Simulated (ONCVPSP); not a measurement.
# Pseudopotential generation for P: ONCV, LDA (Perdew-Wang 92)

Task: generate the file, and judge it by its errors in other configurations, its logarithmic derivatives, its ghosts and its cutoff.

The numbers are computed with ONCVPSP 4.0.1 (LDA (Perdew-Wang 92), scalar-relativistic, spin-unpolarised reference atom).

## (1) The design

The settings as typed:

```json
{
  "element": "phosphorus (P, Z = 15)",
  "type": "optimised norm-conserving Vanderbilt (ONCV)",
  "frozen core": "[Ne]",
  "valence charge": "5",
  "reference configuration": "3s2 3p2 (charge +1)",
  "partial waves": "3s: rc 1.40 bohr, ncon 4, nbas 8, qcut 4.4 1/bohr, 3 projectors, debl 2.2 Ha; 3p: rc 1.90 bohr, ncon 3, nbas 8, qcut 4.1 1/bohr, 2 projectors, debl 2.9 Ha",
  "local potential": "polynomial inside 1.10 bohr (lpopt 5, dvloc0 0 Ha)",
  "core correction": "Teter function, parameters optimised by the program"
}
```

The outer shells as boxes (Hund's rule for the drawing; the calculation is spin-unpolarised):

```
[Ne] core
3s [↑↓]
3p [↑ ][↑ ][  ]
```

An earlier all-electron run gives the scale for the radii.

All-electron outer shells of the reference configuration (LDA (PZ), scalar-relativistic, ld1.x):

| shell | level (eV) | outermost node (bohr) | outermost maximum (bohr) |
| --- | --- | --- | --- |
| 2s | -183.77 | 0.14 | 0.42 |
| 2p | -135.16 | – | 0.35 |
| 3s | -23.33 | 0.65 | 1.54 |
| 3p | -14.31 | 0.64 | 1.74 |

## (2) The generation run

P.dat

```
# ATOM AND REFERENCE CONFIGURATION
# atsym  z   nc   nv     iexc    psfile
  P 15.00    3    2  -001012      upf
#
#   n    l    f
    1    0    2.00
    2    0    2.00
    2    1    6.00
    3    0    2.00
    3    1    2.00
#
# PSEUDOPOTENTIAL AND OPTIMIZATION
# lmax
    1
#
#   l,   rc,      ep,       ncon, nbas, qcut
    0    1.40    0.00    4    8    4.40
    1    1.90    0.00    3    8    4.10
#
# LOCAL POTENTIAL
# lloc, lpopt,  rc(5),   dvloc0
    4    5    1.10    0.00
#
# VANDERBILT-KLEINMAN-BYLANDER PROJECTORs
# l, nproj, debl
    0    3    2.20
    1    2    2.90
#
# MODEL CORE CHARGE
# icmod, fcfact, rcfact
    4    0.45    0.00
#
# LOG DERIVATIVE ANALYSIS
# epsh1, epsh2, depsh
   -2.00    5.00    0.02
#
# OUTPUT GRID
# rlmax, drl
    6.00    0.01
#
# TEST CONFIGURATIONS
# ncnf
    4
# nvcnf
#   n    l    f
    2
    3    0    2.00
    3    1    3.00
#
    2
    3    0    2.00
    3    1    1.00
#
    2
    3    0    2.00
    3    1    0.00
#
    2
    3    0    0.00
    3    1    5.00
#
```

The run is started by

```bash
$ oncvpsp.x < P.dat > P.out
```

What does the calculation give? Wanted: cutoffs for 1 and 0.1 mHa per electron, occupied waves; bound ghosts; GHOST(+) flags; largest test error; largest phase difference near zero energy, channels read; rms error of d²Exc/dn², without and with the model core.

As calculated:

```
                                                quantity                       value
  cutoffs for 1 and 0.1 mHa per electron, occupied waves             11 Ha and 34 Ha
                                            bound ghosts             s at -158.60 eV
                                          GHOST(+) flags  s at 1377 eV, s at 2080 eV
                            largest test error (AE − PS)       +6.3 meV, for 3s2 3p0
largest phase difference near zero energy, channels read                   0.000 rad
 rms error of d²Exc/dn², without and with the model core           4.61 and 0.04 mHa
```

**Reading.** A bound ghost (s) makes it unfit for use: electrons can fall into a state that the atom doesn't have. The worst unpolarised test, 3s2 3p0, is off by 6.3 meV on 49.1 eV; by total energies transferability rates as good. Atomic tests can pass in spite of a ghost, since they solve only for the levels asked. By its cutoff, 11 Ha for the looser tolerance, it is soft on the atom at that tolerance. The tighter tolerance needs 34 Ha, and converged work needs a cutoff nearer that. At the looser tolerance the 3s wave is the slowest; 3p needs 5 Ha. Near zero energy the phases of the channels with partial waves agree within 0.001 rad. The program also flags highly localised states, GHOST(+) (s). These are tests on the free atom; a crystal test is still owed.
